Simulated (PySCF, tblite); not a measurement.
# C5H13OSi radical: geometry, infrared bands and EPR parameters

Aim: predict the infrared bands and EPR parameters of C5H13OSi radical (`CCC(CC)O[SiH2]`).

Programs: tblite 0.8.0 and PySCF 2.14.0, with density-fitted response routines of our own. Each step states its level of theory. These are calculated values for one molecule in the gas phase, unless marked as measured. Atoms are numbered from 0 throughout.

### Step 1. Starting geometry

20 atoms, charge 0, multiplicity 2; geometry from: force field or distance geometry start.

Bonds of the start (Å): C0–C1 1.54, C1–C2 1.53, C2–C3 1.56, C3–C4 1.53, C2–O5 1.43, O5–Si6 1.67, C0–H7 1.09, C0–H8 1.10, C0–H9 1.09, C1–H10 1.10, C1–H11 1.09, C2–H12 1.11, C3–H13 1.09, C3–H14 1.10, C4–H15 1.10, C4–H16 1.09, C4–H17 1.09, Si6–H18 1.49, Si6–H19 1.48.

### Step 2. Relaxing the molecule with GFN2-xTB

Job settings and geometry (Å):

```
{"job": {"kind": "relax", "xc": "GFN2-xTB", "basis": "xTB"}, "charge": 0, "multiplicity": 2}
C      1.319100    -2.020300     0.348500
C      0.091100    -1.304200    -0.248100
C      0.163600     0.215100    -0.050500
C     -1.081400     0.920800    -0.666500
C     -2.385800     0.573600     0.054600
O      1.310700     0.700300    -0.745900
Si     2.287200     1.860600    -0.041100
H      2.238100    -1.721900    -0.159800
H      1.424800    -1.792200     1.415400
H      1.195300    -3.102700     0.249300
H     -0.804000    -1.717600     0.237800
H      0.038500    -1.555200    -1.304800
H      0.202000     0.437900     1.032600
H     -1.158100     0.666400    -1.726900
H     -0.940500     2.009000    -0.617700
H     -3.201300     1.185900    -0.346500
H     -2.658300    -0.470600    -0.089800
H     -2.315900     0.771300     1.120600
H      2.813800     1.313700     1.242300
H      1.456000     3.040800     0.293400
```

Command:

```console
$ OMP_NUM_THREADS=1 python probes_run.py task.json out
```

One launch serves the whole session: the jobs run in the order shown.

**Question.** This job is followed by: GFN2-xTB harmonic vibrations, gas phase; UKS B3LYP, pcH-1 on C H O Si, non-relativistic, mean-field spin-orbit, GIAO. Predict these results of the whole session: strongest single infrared mode (GFN2-xTB); zero-point energy (GFN2-xTB); g(iso) (B3LYP); ⟨S²⟩; largest a(iso) (averaged by class); surface potential, 1st and 99th percentile.

The runs gave:

| quantity | value |
| --- | --- |
| strongest single infrared mode (GFN2-xTB) | 2266 cm⁻¹, 565 km/mol |
| zero-point energy (GFN2-xTB) | 105.5 kcal/mol |
| g(iso) (B3LYP) | 2.00258 |
| ⟨S²⟩ | 0.751 (exact 0.75) |
| largest a(iso) (averaged by class) | 29Si on Si6, -596.7 MHz |
| surface potential, 1st and 99th percentile | -1.08 V and 0.85 V |

Relaxing lowered the energy by 0.165 eV in 85 steps; the close pair that moved most is O5–Si6, from 1.672 to 1.614 Å. All 54 modes are real, so the xTB geometry is a minimum. The strongest single mode, at 2266 cm⁻¹, moves mainly H18 and H19. Unscaled tight-binding wavenumbers are off by several per cent, some by more. Its intensities can rank the bands wrongly. Most of the unpaired spin sits on Si6 (0.94 e). The isotropic g lies 0.3 ppt above the free-electron value.
